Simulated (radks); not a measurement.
# Valence configurations of Ru

One table from this session's results is given with a row withheld; the runs are named, their logs left out.

Method: scalar-relativistic Kohn-Sham, PBE, spin-polarised, spherical densities, point nucleus; open shells are filled with parallel spins first. Code: radks (a radial shooting solver on a logarithmic mesh, Libxc functionals) version 1.

## The system

- element: ruthenium (Z = 44)
- charge: 0
- electrons: 44
- configuration: [Kr] 4d7 5s1
- others tried: 4d7 5p1; 4d6 5s2; 4d7 5s0.5 5p0.5; 4d8; 4d6 5s1 5p1; 4d5 5s1 5p2; 4d6 5p2; 4d5 5s2 5p1; 4d6.5 5s1 5p0.5

The outer shells:

Ru
```
[Kr] core
4d [↑↓][↑↓][↑ ][↑ ][↑ ]
5s [↑ ]
```

The first run:

Input:

```text
Z 44
configuration [Kr] 4d7 5s1
relativity scalar-relativistic
functional pbe,pbe
spin polarised
nucleus point
c 137.035999084
```

Steps of the session up to this table: [Kr] 4d7 5s1.

One table of the session follows, with a row left open; its other results are not shown here.

Radial moments (bohr):

```
  level    <r>  outermost maximum (interpolated)  90 % within  nodes
  4s up  1.020                             0.915         1.48      3
4s down  1.017                             0.913         1.48      3
  4p up  1.130                             0.984         1.68      2
4p down  1.126                             0.981         1.67      2
  4d up  1.689                              1.22         2.77      1
  5s up      ?                                 ?            ?      ?
4d down  1.728                              1.21         2.88      1
5s down  3.518                              2.80         5.40      4
```

Estimate the missing values for 5s up.

As computed: <r>: 3.300; outermost maximum (interpolated): 2.70; 90 % within: 4.99; nodes: 4. In the column «<r>» it lies between 4d down (1.728) and 5s down (3.518).
